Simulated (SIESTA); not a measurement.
## HfB in SIESTA: the effect of Hubbard term

HfB:

```
Hf B
1.0
     0.00000    2.31000    2.31000
     2.31000    0.00000    2.31000
     2.31000    2.31000    0.00000
Hf B
1 1
Cartesian
  2.3100 2.3100 2.3100
  0.0000 0.0000 0.0000
```

Alike in all runs:

```yaml
Program: SIESTA 5.4.2
Task: band structure
Functional: PBE
Potentials_or_basis: PseudoDojo 0.4 standard (PBE files)
Basis: DZP (energy shift 0.003 Ry; two zetas on semicore shells)
Grid_cutoff: 800 Ry
Energy_shift: 0.003 Ry
k_mesh: 10 × 10 × 10
Occupations: fermi-dirac, width 0.05 eV
Spin: no spin polarisation
Hubbard_projector_method: 1
U_from_the_first_cycle: yes
```

```tsv
Hubbard term	pressure (GPa)
none	?
Hf d U = 2 eV	36.4
Hf d U = 4 eV	41.5
Hf d U = 6 eV	49.2
Hf d U = 8 eV	56.8
```

Task: What does the run with Hubbard term none give?

Result: Pressure 31.7 GPa.

Worked out: A parabola through the other rows of the pressure, of slope 1.88 GPa per eV there, extrapolates to 31.9 GPa, against the run's 31.7.

Caveats: a pressure of tens of GPa on the cell as given is suspect, and the run, the potentials or the cell itself is likely at fault; short orbitals over semicore shells can move pressures by several GPa; the basis of atomic orbitals isn't converged, which shifts pressures, moduli and gaps; U without spin polarisation on a metal has little footing (some runs); the U is typed as a test and isn't derived for this compound (some runs).
